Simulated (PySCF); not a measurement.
# A gas-phase reaction: ClHOZn + CuHO → ClCuOZn + H2O

What reaction energy should one expect for `[OH][Zn][Cl]` + `[OH][Cu]` → `[Cl][Zn][O][Cu]` + `O`?

Computed with PySCF 2.14.0; each step states its level. No surroundings beyond the atoms listed, unless a continuum is named. Atoms count from 0, parts from 1.

## (1) The system as given

Each species was relaxed by itself at PBE0-D3(BJ)/def2-SVPD.

## (2) Reaction energy: wB97M-D3(BJ)/def2-TZVPD

Job settings and geometry (Å):

```
{"job": {"kind": "react", "xc": "wB97M-D3(BJ)", "basis": "def2-TZVPD"}, "charge": 0, "multiplicity": 1}
-1 ClHOZn charge 0 multiplicity 1
O     -0.344720    -0.791640    -0.987550
Zn     0.159860     0.084550     0.471150
Cl     0.780790     0.986810     2.276970
H     -0.595920    -0.279730    -1.760570

-1 CuHO charge 0 multiplicity 1
O     -0.292210    -0.354920     0.331980
Cu    -0.247710     0.723920    -1.092160
H      0.564100    -0.367750     0.772120

+1 ClCuOZn charge 0 multiplicity 1
Cl    -0.522150    -2.354850     1.189810
Zn     0.159360    -0.519850     0.355790
O      0.788400     0.987640    -0.306170
Cu    -0.425600     1.887060    -1.239430

+1 H2O charge 0 multiplicity 1
O     -0.004700     0.389370     0.000410
H     -0.760470    -0.203900     0.000380
H      0.765210    -0.185430    -0.000800
```

Level: wB97M-D3(BJ)/def2-TZVPD reaction energy of separated species, gas phase.

Started as:

```console
OMP_NUM_THREADS=1 python cluster_run.py task.json out
```

This one command runs all jobs of the session in turn.

Standard output:

```text
species 1 (ClHOZn)
coarse grid: 21408 points
cycle   1  E = -2315.4668041386  dE = -1.763e-01  |g| = 1.107e+00  |ddm| = 1.723e+00
cycle   2  E = -2315.3051564841  dE =  1.616e-01  |g| = 1.785e+00  |ddm| = 1.603e+00
cycle   3  E = -2315.6367939959  dE = -3.316e-01  |g| = 8.201e-02  |ddm| = 8.523e-01
cycle   4  E = -2315.6382296242  dE = -1.436e-03  |g| = 3.606e-02  |ddm| = 1.054e-01
cycle   5  E = -2315.6384425442  dE = -2.129e-04  |g| = 1.331e-02  |ddm| = 2.876e-02
cycle   6  E = -2315.6384813860  dE = -3.884e-05  |g| = 6.972e-03  |ddm| = 1.374e-02
cycle   7  E = -2315.6384928485  dE = -1.146e-05  |g| = 1.074e-03  |ddm| = 8.270e-03
cycle   8  E = -2315.6384939063  dE = -1.058e-06  |g| = 4.539e-04  |ddm| = 3.460e-03
final grid: 41368 points
cycle   9  E = -2315.6384070996  dE = -1.197e-07  |g| = 3.893e-04  |ddm| = 1.189e-03
cycle  10  E = -2315.6384070965  dE =  3.020e-09  |g| = 6.177e-04  |ddm| = 3.691e-04
cycle  11  E = -2315.6384071221  dE = -2.560e-08  |g| = 4.372e-05  |ddm| = 1.753e-04
cycle  12  E = -2315.6384071234  dE = -1.229e-09  |g| = 3.596e-05  |ddm| = 8.728e-05
cycle  13  E = -2315.6384071238  dE = -4.165e-10  |g| = 1.316e-05  |ddm| = 6.413e-05
converged SCF energy = -2315.6384071238

species 2 (CuHO)
coarse grid: 15096 points
cycle   1  E = -1715.8970098170  dE =  5.528e-03  |g| = 2.361e+00  |ddm| = 1.402e+00
cycle   2  E = -1714.5825352698  dE =  1.314e+00  |g| = 4.398e+00  |ddm| = 2.182e+00
cycle   3  E = -1716.4032963278  dE = -1.821e+00  |g| = 2.750e-01  |ddm| = 1.548e+00
cycle   4  E = -1716.4021387649  dE =  1.158e-03  |g| = 2.694e-01  |ddm| = 2.213e-01
cycle   5  E = -1716.4130449251  dE = -1.091e-02  |g| = 1.858e-02  |ddm| = 1.154e-01
cycle   6  E = -1716.4132284724  dE = -1.835e-04  |g| = 5.943e-03  |ddm| = 3.021e-02
cycle   7  E = -1716.4132783759  dE = -4.990e-05  |g| = 3.549e-03  |ddm| = 1.894e-02
cycle   8  E = -1716.4132891200  dE = -1.074e-05  |g| = 1.351e-03  |ddm| = 9.245e-03
cycle   9  E = -1716.4132914504  dE = -2.330e-06  |g| = 6.317e-04  |ddm| = 4.667e-03
final grid: 29624 points
cycle  10  E = -1716.4132469260  dE = -3.651e-07  |g| = 9.216e-04  |ddm| = 1.408e-03
cycle  11  E = -1716.4132468527  dE =  7.323e-08  |g| = 2.199e-03  |ddm| = 1.260e-03
cycle  12  E = -1716.4132472109  dE = -3.581e-07  |g| = 2.854e-04  |ddm| = 4.879e-04
cycle  13  E = -1716.4132473659  dE = -1.550e-07  |g| = 8.531e-05  |ddm| = 1.734e-03
cycle  14  E = -1716.4132473706  dE = -4.755e-09  |g| = 2.791e-05  |ddm| = 2.373e-04
cycle  15  E = -1716.4132473713  dE = -6.557e-10  |g| = 7.814e-06  |ddm| = 9.060e-05
converged SCF energy = -1716.4132473713

species 3 (ClCuOZn)
coarse grid: 26376 points
cycle   1  E = -3954.8119156622  dE =  8.446e-02  |g| = 2.802e+00  |ddm| = 2.069e+00
cycle   2  E = -3952.5332286881  dE =  2.279e+00  |g| = 5.381e+00  |ddm| = 3.589e+00
cycle   3  E = -3955.5192196490  dE = -2.986e+00  |g| = 6.509e-01  |ddm| = 2.798e+00
cycle   4  E = -3955.5359085838  dE = -1.669e-02  |g| = 5.061e-01  |ddm| = 5.407e-01
cycle   5  E = -3955.5800296343  dE = -4.412e-02  |g| = 4.541e-02  |ddm| = 2.784e-01
cycle   6  E = -3955.5805656240  dE = -5.360e-04  |g| = 4.054e-02  |ddm| = 5.675e-02
cycle   7  E = -3955.5808278637  dE = -2.622e-04  |g| = 1.072e-02  |ddm| = 2.837e-02
cycle   8  E = -3955.5809240486  dE = -9.618e-05  |g| = 6.683e-03  |ddm| = 2.459e-02
cycle   9  E = -3955.5809635220  dE = -3.947e-05  |g| = 3.560e-03  |ddm| = 1.810e-02
cycle  10  E = -3955.5809742373  dE = -1.072e-05  |g| = 1.217e-03  |ddm| = 9.446e-03
cycle  11  E = -3955.5809776986  dE = -3.461e-06  |g| = 5.248e-04  |ddm| = 7.051e-03
final grid: 49032 points
cycle  12  E = -3955.5808093430  dE = -3.067e-07  |g| = 8.035e-04  |ddm| = 1.475e-03
cycle  13  E = -3955.5808092722  dE =  7.076e-08  |g| = 1.876e-03  |ddm| = 1.092e-03
cycle  14  E = -3955.5808095359  dE = -2.637e-07  |g| = 2.212e-04  |ddm| = 4.744e-04
cycle  15  E = -3955.5808095867  dE = -5.082e-08  |g| = 2.234e-04  |ddm| = 5.481e-04
cycle  16  E = -3955.5808096259  dE = -3.917e-08  |g| = 5.699e-05  |ddm| = 7.211e-04
cycle  17  E = -3955.5808096304  dE = -4.530e-09  |g| = 1.783e-05  |ddm| = 2.709e-04
cycle  18  E = -3955.5808096309  dE = -4.893e-10  |g| = 5.863e-06  |ddm| = 8.039e-05
converged SCF energy = -3955.5808096309

species 4 (H2O)
coarse grid: 10128 points
cycle   1  E = -76.4117499911  dE = -7.453e-02  |g| = 5.872e-01  |ddm| = 8.994e-01
cycle   2  E = -76.4087433781  dE =  3.007e-03  |g| = 6.461e-01  |ddm| = 5.038e-01
cycle   3  E = -76.4759333930  dE = -6.719e-02  |g| = 2.731e-02  |ddm| = 2.374e-01
cycle   4  E = -76.4760585952  dE = -1.252e-04  |g| = 5.497e-03  |ddm| = 1.609e-02
cycle   5  E = -76.4760672719  dE = -8.677e-06  |g| = 8.214e-04  |ddm| = 5.831e-03
final grid: 21952 points
cycle   6  E = -76.4760629893  dE = -1.975e-07  |g| = 5.844e-04  |ddm| = 1.373e-03
cycle   7  E = -76.4760629961  dE = -6.839e-09  |g| = 6.467e-04  |ddm| = 6.470e-04
cycle   8  E = -76.4760630598  dE = -6.365e-08  |g| = 3.199e-05  |ddm| = 2.236e-04
cycle   9  E = -76.4760630606  dE = -8.231e-10  |g| = 4.133e-06  |ddm| = 1.105e-04
converged SCF energy = -76.4760630606

Reaction energy = -3.425 kcal/mol
```

It took 48 s on 1 thread of Arm Neoverse N1, shared host; peak memory 0.68 GiB.

Species by species (with the dispersion term, which the log's SCF energies lack):

```csv
ν,species,energy (Eh),HOMO (eV)
-1,[OH][Zn][Cl],-2315.64083,-11.17
-1,[OH][Cu],-1716.41449,-9.31
+1,[Cl][Zn][O][Cu],-3955.58396,-9.64
+1,O,-76.47682,-11.72
```

## (3) Reaction energy: PBE0-D3(BJ)/def2-TZVPD

Settings changed since step 2:

```diff
@@ -1,2 +1,2 @@
-{"job": {"kind": "react", "xc": "wB97M-D3(BJ)", "basis": "def2-TZVPD"}, "charge": 0, "multiplicity": 1}
+{"job": {"kind": "react", "xc": "PBE0", "basis": "def2-TZVPD", "disp": "d3bj"}, "charge": 0, "multiplicity": 1}
 -1 ClHOZn charge 0 multiplicity 1
```

With the program's defaults for keys left out, this is: PBE0-D3(BJ)/def2-TZVPD reaction energy of separated species, gas phase.

Standard output:

```text
species 1 (ClHOZn)
coarse grid: 21408 points
cycle   1  E = -2314.8468715292  dE = -9.329e-02  |g| = 1.259e+00  |ddm| = 1.801e+00
cycle   2  E = -2313.9097354398  dE =  9.371e-01  |g| = 2.809e+00  |ddm| = 2.759e+00
cycle   3  E = -2315.0476228536  dE = -1.138e+00  |g| = 2.938e-01  |ddm| = 2.098e+00
cycle   4  E = -2315.0579658305  dE = -1.034e-02  |g| = 2.056e-01  |ddm| = 3.014e-01
cycle   5  E = -2315.0635602806  dE = -5.594e-03  |g| = 2.952e-02  |ddm| = 8.899e-02
cycle   6  E = -2315.0637346563  dE = -1.744e-04  |g| = 1.081e-02  |ddm| = 3.093e-02
cycle   7  E = -2315.0637529933  dE = -1.834e-05  |g| = 1.892e-03  |ddm| = 8.043e-03
cycle   8  E = -2315.0637536567  dE = -6.633e-07  |g| = 4.036e-04  |ddm| = 1.668e-03
final grid: 41368 points
cycle   9  E = -2315.0637612741  dE = -5.803e-08  |g| = 4.570e-04  |ddm| = 9.596e-04
cycle  10  E = -2315.0637612453  dE =  2.884e-08  |g| = 6.478e-04  |ddm| = 9.321e-04
cycle  11  E = -2315.0637613259  dE = -8.064e-08  |g| = 1.709e-04  |ddm| = 5.051e-04
cycle  12  E = -2315.0637613283  dE = -2.371e-09  |g| = 1.202e-05  |ddm| = 5.322e-05
cycle  13  E = -2315.0637613283  dE = -2.183e-11  |g| = 4.101e-06  |ddm| = 1.148e-05
converged SCF energy = -2315.0637613283

species 2 (CuHO)
coarse grid: 15096 points
cycle   1  E = -1714.5445828294  dE =  1.075e+00  |g| = 3.905e+00  |ddm| = 1.776e+00
cycle   2  E = -1707.2992130429  dE =  7.245e+00  |g| = 8.060e+00  |ddm| = 4.369e+00
cycle   3  E = -1715.5172189764  dE = -8.218e+00  |g| = 2.065e+00  |ddm| = 3.920e+00
cycle   4  E = -1715.3805413492  dE =  1.367e-01  |g| = 1.746e+00  |ddm| = 1.836e+00
cycle   5  E = -1716.0357626107  dE = -6.552e-01  |g| = 1.635e-01  |ddm| = 1.201e+00
cycle   6  E = -1716.0387575311  dE = -2.995e-03  |g| = 3.682e-02  |ddm| = 1.028e-01
cycle   7  E = -1716.0390113346  dE = -2.538e-04  |g| = 5.543e-03  |ddm| = 3.122e-02
cycle   8  E = -1716.0390169305  dE = -5.596e-06  |g| = 1.993e-03  |ddm| = 7.370e-03
final grid: 29624 points
cycle   9  E = -1716.0390203801  dE =  1.944e-06  |g| = 4.269e-03  |ddm| = 3.925e-03
cycle  10  E = -1716.0390063773  dE =  1.400e-05  |g| = 9.971e-03  |ddm| = 8.252e-03
cycle  11  E = -1716.0390238452  dE = -1.747e-05  |g| = 9.372e-04  |ddm| = 5.225e-03
cycle  12  E = -1716.0390239195  dE = -7.428e-08  |g| = 1.299e-04  |ddm| = 2.494e-04
cycle  13  E = -1716.0390239300  dE = -1.053e-08  |g| = 1.356e-04  |ddm| = 3.523e-04
cycle  14  E = -1716.0390239329  dE = -2.948e-09  |g| = 1.392e-05  |ddm| = 1.850e-04
cycle  15  E = -1716.0390239330  dE = -2.456e-11  |g| = 1.051e-06  |ddm| = 1.313e-05
converged SCF energy = -1716.0390239330

species 3 (ClCuOZn)
coarse grid: 26376 points
cycle   1  E = -3952.6284175269  dE =  1.480e+00  |g| = 4.476e+00  |ddm| = 2.399e+00
cycle   2  E = -3940.2079274591  dE =  1.242e+01  |g| = 9.604e+00  |ddm| = 9.015e+00
cycle   3  E = -3954.0653512950  dE = -1.386e+01  |g| = 2.437e+00  |ddm| = 8.660e+00
cycle   4  E = -3952.2908148142  dE =  1.775e+00  |g| = 3.022e+00  |ddm| = 2.855e+00
cycle   5  E = -3954.6499870522  dE = -2.359e+00  |g| = 5.934e-01  |ddm| = 2.440e+00
cycle   6  E = -3954.7127877469  dE = -6.280e-02  |g| = 2.739e-01  |ddm| = 6.990e-01
cycle   7  E = -3954.7274369020  dE = -1.465e-02  |g| = 9.772e-02  |ddm| = 2.447e-01
cycle   8  E = -3954.7283909215  dE = -9.540e-04  |g| = 3.528e-02  |ddm| = 5.918e-02
cycle   9  E = -3954.7284882969  dE = -9.738e-05  |g| = 1.779e-02  |ddm| = 1.743e-02
cycle  10  E = -3954.7285088071  dE = -2.051e-05  |g| = 6.299e-03  |ddm| = 9.233e-03
cycle  11  E = -3954.7285161585  dE = -7.351e-06  |g| = 6.971e-04  |ddm| = 4.805e-03
final grid: 49032 points
cycle  12  E = -3954.7284952770  dE =  2.306e-07  |g| = 1.952e-03  |ddm| = 1.424e-03
cycle  13  E = -3954.7284924115  dE =  2.866e-06  |g| = 5.792e-03  |ddm| = 3.032e-03
cycle  14  E = -3954.7284956625  dE = -3.251e-06  |g| = 2.010e-04  |ddm| = 2.206e-03
cycle  15  E = -3954.7284956680  dE = -5.447e-09  |g| = 9.889e-05  |ddm| = 1.571e-04
cycle  16  E = -3954.7284956697  dE = -1.746e-09  |g| = 1.514e-05  |ddm| = 6.124e-05
cycle  17  E = -3954.7284956698  dE = -6.821e-11  |g| = 7.935e-06  |ddm| = 2.443e-05
converged SCF energy = -3954.7284956698

species 4 (H2O)
coarse grid: 2328 points
cycle   1  E = -76.3044278839  dE = -5.294e-03  |g| = 6.571e-01  |ddm| = 9.011e-01
cycle   2  E = -76.1882095476  dE =  1.162e-01  |g| = 1.036e+00  |ddm| = 7.256e-01
cycle   3  E = -76.3820277339  dE = -1.938e-01  |g| = 3.132e-02  |ddm| = 4.396e-01
cycle   4  E = -76.3822100392  dE = -1.823e-04  |g| = 5.864e-03  |ddm| = 1.606e-02
cycle   5  E = -76.3822151781  dE = -5.139e-06  |g| = 7.850e-04  |ddm| = 2.507e-03
final grid: 21952 points
cycle   6  E = -76.3808944308  dE = -1.510e-05  |g| = 3.448e-03  |ddm| = 9.282e-03
cycle   7  E = -76.3808924650  dE =  1.966e-06  |g| = 4.752e-03  |ddm| = 3.319e-03
cycle   8  E = -76.3808961812  dE = -3.716e-06  |g| = 2.517e-04  |ddm| = 1.965e-03
cycle   9  E = -76.3808961918  dE = -1.061e-08  |g| = 2.395e-05  |ddm| = 1.100e-04
cycle  10  E = -76.3808961919  dE = -1.115e-10  |g| = 3.294e-06  |ddm| = 1.512e-05
converged SCF energy = -76.3808961919

Reaction energy = -4.551 kcal/mol
```

Wall time 27 s (1 thread of Arm Neoverse N1, shared host); peak memory 0.63 GiB.

Reaction energy at this level: -4.55 kcal/mol.

## (4) Reaction energy: MP2/def2-TZVPD

Settings changed since step 3:

```diff
@@ -1,2 +1,2 @@
-{"job": {"kind": "react", "xc": "PBE0", "basis": "def2-TZVPD", "disp": "d3bj"}, "charge": 0, "multiplicity": 1}
+{"job": {"kind": "react", "xc": "MP2", "basis": "def2-TZVPD"}, "charge": 0, "multiplicity": 1}
 -1 ClHOZn charge 0 multiplicity 1
```

Level: MP2/def2-TZVPD reaction energy of separated species, gas phase.

Standard output:

```text
species 1 (ClHOZn)
final grid: 41368 points
cycle   1  E = -2312.7843592684  dE = -2.950e-01  |g| = 6.808e-01  |ddm| = 1.690e+00
cycle   2  E = -2312.8264348159  dE = -4.208e-02  |g| = 6.285e-01  |ddm| = 7.204e-01
cycle   3  E = -2312.8718506019  dE = -4.542e-02  |g| = 6.903e-02  |ddm| = 2.654e-01
cycle   4  E = -2312.8726268311  dE = -7.762e-04  |g| = 3.311e-02  |ddm| = 6.358e-02
cycle   5  E = -2312.8728336523  dE = -2.068e-04  |g| = 8.935e-03  |ddm| = 3.338e-02
cycle   6  E = -2312.8728609111  dE = -2.726e-05  |g| = 2.699e-03  |ddm| = 1.178e-02
cycle   7  E = -2312.8728652414  dE = -4.330e-06  |g| = 8.189e-04  |ddm| = 5.182e-03
cycle   8  E = -2312.8728657748  dE = -5.334e-07  |g| = 2.284e-04  |ddm| = 1.774e-03
cycle   9  E = -2312.8728658110  dE = -3.617e-08  |g| = 5.904e-05  |ddm| = 4.085e-04
cycle  10  E = -2312.8728658141  dE = -3.096e-09  |g| = 1.938e-05  |ddm| = 1.363e-04
cycle  11  E = -2312.8728658144  dE = -2.788e-10  |g| = 7.088e-06  |ddm| = 4.490e-05
converged SCF energy = -2312.8728658144

species 2 (CuHO)
final grid: 29624 points
cycle   1  E = -1714.2352291420  dE = -3.860e-01  |g| = 1.136e+00  |ddm| = 1.203e+00
cycle   2  E = -1714.2189025925  dE =  1.633e-02  |g| = 1.361e+00  |ddm| = 8.200e-01
cycle   3  E = -1714.3877673142  dE = -1.689e-01  |g| = 1.014e-01  |ddm| = 3.865e-01
cycle   4  E = -1714.3892272932  dE = -1.460e-03  |g| = 4.242e-02  |ddm| = 6.213e-02
cycle   5  E = -1714.3897265712  dE = -4.993e-04  |g| = 1.569e-02  |ddm| = 4.078e-02
cycle   6  E = -1714.3898565994  dE = -1.300e-04  |g| = 5.753e-03  |ddm| = 3.015e-02
cycle   7  E = -1714.3898905833  dE = -3.398e-05  |g| = 2.107e-03  |ddm| = 1.637e-02
cycle   8  E = -1714.3899001531  dE = -9.570e-06  |g| = 9.841e-04  |ddm| = 8.796e-03
cycle   9  E = -1714.3899021405  dE = -1.987e-06  |g| = 2.819e-04  |ddm| = 4.788e-03
cycle  10  E = -1714.3899023023  dE = -1.618e-07  |g| = 9.059e-05  |ddm| = 1.477e-03
cycle  11  E = -1714.3899023112  dE = -8.879e-09  |g| = 3.189e-05  |ddm| = 2.574e-04
cycle  12  E = -1714.3899023120  dE = -8.167e-10  |g| = 7.183e-06  |ddm| = 6.405e-05
converged SCF energy = -1714.3899023120

species 3 (ClCuOZn)
final grid: 49032 points
cycle   1  E = -3950.9689863533  dE = -4.631e-01  |g| = 1.297e+00  |ddm| = 1.905e+00
cycle   2  E = -3950.8927479809  dE =  7.624e-02  |g| = 1.640e+00  |ddm| = 1.239e+00
cycle   3  E = -3951.1965696618  dE = -3.038e-01  |g| = 6.915e-02  |ddm| = 6.184e-01
cycle   4  E = -3951.1985026436  dE = -1.933e-03  |g| = 3.938e-02  |ddm| = 1.273e-01
cycle   5  E = -3951.1989167983  dE = -4.142e-04  |g| = 2.473e-02  |ddm| = 4.347e-02
cycle   6  E = -3951.1990670789  dE = -1.503e-04  |g| = 8.553e-03  |ddm| = 2.888e-02
cycle   7  E = -3951.1991280976  dE = -6.102e-05  |g| = 4.387e-03  |ddm| = 2.226e-02
cycle   8  E = -3951.1991457879  dE = -1.769e-05  |g| = 2.362e-03  |ddm| = 1.080e-02
cycle   9  E = -3951.1991521513  dE = -6.363e-06  |g| = 1.439e-03  |ddm| = 5.965e-03
cycle  10  E = -3951.1991550854  dE = -2.934e-06  |g| = 4.570e-04  |ddm| = 5.432e-03
cycle  11  E = -3951.1991555203  dE = -4.349e-07  |g| = 1.828e-04  |ddm| = 2.554e-03
cycle  12  E = -3951.1991555485  dE = -2.816e-08  |g| = 1.059e-04  |ddm| = 4.236e-04
cycle  13  E = -3951.1991555534  dE = -4.911e-09  |g| = 3.340e-05  |ddm| = 2.150e-04
cycle  14  E = -3951.1991555542  dE = -8.531e-10  |g| = 1.449e-05  |ddm| = 6.294e-05
converged SCF energy = -3951.1991555542

species 4 (H2O)
final grid: 21952 points
cycle   1  E = -76.0248952541  dE = -1.467e-01  |g| = 4.364e-01  |ddm| = 8.776e-01
cycle   2  E = -76.0503812824  dE = -2.549e-02  |g| = 2.594e-01  |ddm| = 2.972e-01
cycle   3  E = -76.0608901284  dE = -1.051e-02  |g| = 2.594e-02  |ddm| = 1.025e-01
cycle   4  E = -76.0610474846  dE = -1.574e-04  |g| = 5.694e-03  |ddm| = 1.523e-02
cycle   5  E = -76.0610618515  dE = -1.437e-05  |g| = 1.176e-03  |ddm| = 5.302e-03
cycle   6  E = -76.0610627412  dE = -8.897e-07  |g| = 2.235e-04  |ddm| = 1.658e-03
cycle   7  E = -76.0610627779  dE = -3.670e-08  |g| = 3.304e-05  |ddm| = 3.733e-04
cycle   8  E = -76.0610627785  dE = -6.655e-10  |g| = 4.158e-06  |ddm| = 3.886e-05
converged SCF energy = -76.0610627785

Reaction energy = -8.672 kcal/mol
```

It took 16 s on 1 thread of Arm Neoverse N1, shared host; peak memory 0.52 GiB.

Reaction energy at this level: -8.67 kcal/mol.

## (5) Comparing the runs

Energies in kcal/mol, with wall time:

```csv
run,reaction,time
wB97M-D3(BJ)/def2-TZVPD,-3.42,48 s
PBE0-D3(BJ)/def2-TZVPD,-4.55,27 s
MP2/def2-TZVPD,-8.67,16 s
```

## (6) Results

| quantity | value |
| --- | --- |
| reaction energy (wB97M-D3(BJ)/def2-TZVPD) | -3.42 kcal/mol |
| ΔH, ΔG at 298 K (xTB thermal terms) | -3.0, -2.0 kcal/mol |
| range of the reaction energy over the runs of this table | -8.67 to -3.42 kcal/mol |

In words: The reaction is exothermic by 3.0 kcal/mol in the gas phase; dispersion gives -0.15, and xTB itself gave -5.87 for the electronic energy (xTB energies and thermal terms come from the earlier relaxation of each species, not shown). No barrier was sought. The reaction energy runs from -8.67 (MP2/def2-TZVPD) to -3.42 kcal/mol (wB97M-D3(BJ)/def2-TZVPD).
